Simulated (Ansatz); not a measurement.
# N (N, solid alpha-N2): the cost of one run

Computed with Ansatz 0.2.0 (DFT RPBE, plane waves (420 eV) with PAW, scalar-relativistic; the PAW data stem from PBE, with regenerated cores, unless a step says otherwise).

## Step 1: The structure to begin with

It takes space group Pa-3 (No. 205, cubic). The conventional cell has a = 5.644 Å, b = 5.644 Å, c = 5.644 Å, α = 90.00°, β = 90.00°, γ = 90.00°. N (site symmetry 3) is surrounded by 1 N at 1.06 Å.

Structure file:

```
N
1.0
     5.64400    0.00000    0.00000
     0.00000    5.64400    0.00000
     0.00000    0.00000    5.64400
N
8
Direct
  0.05400 0.05400 0.05400
  0.44600 0.94600 0.55400
  0.55400 0.44600 0.94600
  0.94600 0.55400 0.44600
  0.94600 0.94600 0.94600
  0.55400 0.05400 0.44600
  0.44600 0.55400 0.05400
  0.05400 0.44600 0.55400
```

## Step 2: Relaxation of the cell

Input file input.yaml:

```yaml
crystal:
  lattice:
    - [5.644, 0.0, 0.0]
    - [0.0, 5.644, 0.0]
    - [0.0, 0.0, 5.644]
  atoms:
    - { symbol: "N", position: [0.054, 0.054, 0.054] }
    - { symbol: "N", position: [0.446, 0.946, 0.554] }
    - { symbol: "N", position: [0.554, 0.446, 0.946] }
    - { symbol: "N", position: [0.946, 0.554, 0.446] }
    - { symbol: "N", position: [0.946, 0.946, 0.946] }
    - { symbol: "N", position: [0.554, 0.054, 0.446] }
    - { symbol: "N", position: [0.446, 0.554, 0.054] }
    - { symbol: "N", position: [0.054, 0.446, 0.554] }
hamiltonian:
  xc: rpbe
  pseudopotentials:
    kind: paw
    azcp:
      "N": "pseudopotentials/N.paw.azcp"
basis:
  ecutwfc: 420
  fft_grid_basis: typed
kpoints:
  mp_grid: { grid: [3, 3, 3], shift: [0, 0, 0] }
magnetization:
  spin_polarized: false
scf:
  occupations: { method: fermi_dirac, width: 0.05 }
relax:
  max_steps: 60
  f_tol: 0.01
  cell: {}
output:
  write_density: true
  write_potential: true
  elf: true
  volumetric_format: npy
```

On the command line:

```console
> ansatz run input.yaml --threads 4 --pin off --max-ram 8192MiB --backend cpu --events-out ev --progress --plain --runs-dir out
```

Q: Estimate wall time and peak memory on 4 threads of Arm Neoverse V1, shared host.

About 5.5 s, with a peak of 0.45 GiB.
